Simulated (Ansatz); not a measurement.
# Nb2GaP3: one candidate of a structure search

Aim: relax a trial structure of Nb2GaP3 and see where it ends.

Computed with Ansatz 0.2.0 (DFT PBE, scalar-relativistic, plane waves, PAW, unless a step's input says otherwise).

2 further runs of the same task are left out: 1 that didn't finish, 1 set aside as unsound or not needed.

## (1) Starting point

It takes space group P6/mmm (No. 191, hexagonal). The conventional cell has a = 5.951 Å, b = 5.951 Å, c = 3.433 Å, α = 90.00°, β = 90.00°, γ = 120.00°. Nb (site symmetry -6m2) has 6 P at 2.43 Å as nearest neighbours. Ga (site symmetry 6/mmm) is surrounded by 2 Ga at 3.43 Å and 12 P at 3.44 Å and 6 Nb at 3.44 Å. Around P (site symmetry mmm) lie 4 Nb at 2.43 Å and 4 Ga at 3.44 Å.

Structure file:

```cif
data_structure
_symmetry_space_group_name_H-M 'P6/mmm'
_symmetry_Int_Tables_number 191
_cell_length_a 5.9512
_cell_length_b 5.9512
_cell_length_c 3.4333
_cell_angle_alpha 90.000
_cell_angle_beta 90.000
_cell_angle_gamma 120.000
_cell_volume 105.31
loop_
_atom_site_label
_atom_site_type_symbol
_atom_site_symmetry_multiplicity
_atom_site_Wyckoff_symbol
_atom_site_fract_x
_atom_site_fract_y
_atom_site_fract_z
_atom_site_occupancy
Nb1 Nb 2 d 0.33333 0.66667 0.50000 1
Ga1 Ga 1 b 0.00000 0.00000 0.50000 1
P1 P 3 f 0.00000 0.50000 0.00000 1
```

The cell is invented: species swapped into a database cell of GdB2Ir3 (P6/mmm, No. 191), with Ga on the Gd sites, Nb on the B sites and P on the Ir sites. Its size is a rough estimate.

## (2) Probe: one point on a coarse mesh

Input file input.yaml:

```yaml
crystal:
  lattice:
    - [5.95116912, 0.0, 0.0]
    - [-2.97558456, 5.15386364, 0.0]
    - [0.0, 0.0, 3.43332757]
  atoms:
    - { symbol: Nb, position: [0.33333333, 0.66666667, 0.5] }
    - { symbol: Nb, position: [0.66666667, 0.33333333, 0.5] }
    - { symbol: Ga, position: [0.0, 0.0, 0.5] }
    - { symbol: P, position: [0.0, 0.5, 0.0] }
    - { symbol: P, position: [0.5, 0.0, 0.0] }
    - { symbol: P, position: [0.5, 0.5, 0.0] }
basis:
  ecutwfc: 420
kpoints:
  mp_grid: { grid: [3, 3, 6] }
hamiltonian:
  xc: pbe
scf:
  occupations: { method: gaussian, width: 0.1 }
  lower_state_search: "off"
output:
  forces: true
  stress: true
  eigenvalues: true
```

Launch:

```sh
ansatz run input.yaml --threads 1 --pin off --max-ram 2560MiB --backend cpu --events-out ev --progress --plain --runs-dir out
```

The session goes on with these runs: a loose first relaxation; spin check on a coarse mesh; relaxation on the finer mesh.

Before running it: what results should come out? Wanted: conventional cell; volume; energy over the elements, black P; gap on the mesh.

The runs gave:

| quantity | value |
| --- | --- |
| symmetry at the end (tolerance 0.05 Å) | space group P6/mmm (No. 191) |
| conventional cell | a = 6.507 Å, b = 6.507 Å, c = 3.289 Å, α = 90.00°, β = 90.00°, γ = 120.00° |
| volume | 20.10 Å³/atom |
| energy over the elements, black P | -0.16 eV/atom |
| gap on the mesh | none (metal) |

What this shows: The space group P6/mmm (No. 191) is kept, and the volume per atom grows by 14.5 % from the first guess. A negative formation energy is needed for stability but isn't enough; other structures and compounds were not set against it here. No finished test with a distortion of lower symmetry is shown, so the end may be a saddle point. Other magnetic orders were not searched.
